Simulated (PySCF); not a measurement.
**KSn: bond curves at several levels of theory**

An exercise on one series of results from a longer session: the logs are not shown, and one member is left open.

The runs use PySCF 2.14.0; K x2c-SVPall, Sn x2c-SVPall, spin-free X2C with a Gaussian nucleus.

The first run:

Settings of the job:

```json
{
  "atoms": "K, Sn",
  "charge": "0",
  "basis": "K x2c-SVPall, Sn x2c-SVPall",
  "Hamiltonian": "spin-free X2C with a Gaussian nucleus",
  "basis functions": "60",
  "electrons treated": "69",
  "masses in u": "38.9637, 119.9022",
  "levels": "PBE0, PBE, r²SCAN, MN15, r²SCAN0, B3LYP, LC-ωPBE, HF, MP2, SCS-MP2, CCSD, CCSD(T)",
  "grid": "80 radial by 434 angular points",
  "occupations": "held fixed by the projection of orbital angular momentum",
  "dissociation limit": "K + Sn, each in its ground configuration",
  "starting distance in angstrom": "3.295",
  "values of 2S to try": "1, 3"
}
```

Run with:

```console
> OMP_NUM_THREADS=1 python dia.py task.json out
```

Among the steps run: Set-up; PBE0 along the bond; Excited determinants; PBE; r²SCAN; MN15; r²SCAN0 (hybrid meta-GGA); B3LYP (global hybrid GGA); LC-ωPBE (range-separated hybrid); UHF; Adding correlation.

One of the session's tables, all rows but one given; the rest of the session is left out.

It belongs to the step «The curves together». Energy (eV) from each level's lowest point:

```
R (Å)    UHF  UHF-MP2  UHF-SCS-MP2  UHF-CCSD  UHF-CCSD(T)
2.818  0.492    0.415        0.428       n/a          n/a
2.949  0.246    0.195        0.204     0.203        0.201
3.080  0.099    0.069        0.074     0.074        0.073
3.179  0.037    0.020        0.022     0.022        0.022
3.277  0.007    0.000        0.000     0.000        0.000
3.375      ?        ?            ?         ?            ?
3.506  0.019    0.031        0.027     0.026        0.026
3.670  0.074    0.096        0.090     0.089        0.089
3.867  0.169    0.203        0.194     0.192        0.192
4.129  0.319    0.370        0.357       n/a          n/a
```

**Question.** Estimate the row for R (Å) = 3.375.

Worked estimate for «UHF». A straight line through the neighbours (3.277, 0.007) and (3.506, 0.019) gives 0.007 + (0.019 − 0.007) × (3.375 − 3.277) / (3.506 − 3.277) = 0.012; a parabola fitted to 4 rows on both sides gives 0.002.

As computed: UHF: 0.000; UHF-MP2: 0.002; UHF-SCS-MP2: 0.000; UHF-CCSD: 0.000; UHF-CCSD(T): 0.000. In «UHF» the line misses by +0.012 and the parabola by +0.002.
